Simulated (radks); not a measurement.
**Spin polarisation of the 4d shell in Ru³⁺**

An exercise on one series of results from a longer session: the logs are not shown, and one member is left open.

The numbers are computed with radks (a radial shooting solver on a logarithmic mesh, Libxc functionals) version 1 (non-relativistic Kohn-Sham, LDA (Slater exchange, Perdew-Wang correlation), spin-polarised, spherical densities, point nucleus), except any that are marked as measured or tabulated.

## The system

* element: ruthenium (Z = 44)
* charge: +3
* electrons: 41
* configuration: [Kr] 4d(up 2.5, down 2.5)

A shell typed twice in an input gives spin up, then spin down.

The first run:

Input:

```text
Z 44
configuration [Kr] 4d2.5 4d2.5
relativity non-relativistic
functional lda,pw
spin polarised
nucleus point
```

Steps of the session up to this table: No moment.

One table of the session follows, with a row left open; its other results are not shown here.

It belongs to the step «No moment». Sizes of the orbitals, from the radial functions (bohr):

| level | <r> | outermost maximum (interpolated) | 90 % within | nodes |
| --- | --- | --- | --- | --- |
| 2s | 0.1510 | 0.128 | 0.232 | 1 |
| 2p | 0.1292 | 0.100 | 0.210 | 0 |
| 3s | 0.4156 | 0.373 | 0.612 | 2 |
| 3p | ? | ? | ? | ? |
| 3d | 0.3838 | 0.301 | 0.610 | 0 |
| 4s | 1.037 | 0.935 | 1.51 | 3 |
| 4p | 1.119 | 0.986 | 1.65 | 2 |
| 4d | 1.428 | 1.16 | 2.21 | 1 |

Estimate the missing values for 3p.

The run gave: <r>: 0.4088; outermost maximum (interpolated): 0.360; 90 % within: 0.616; nodes: 1. In the column «<r>» it lies between 3d (0.3838) and 3s (0.4156).
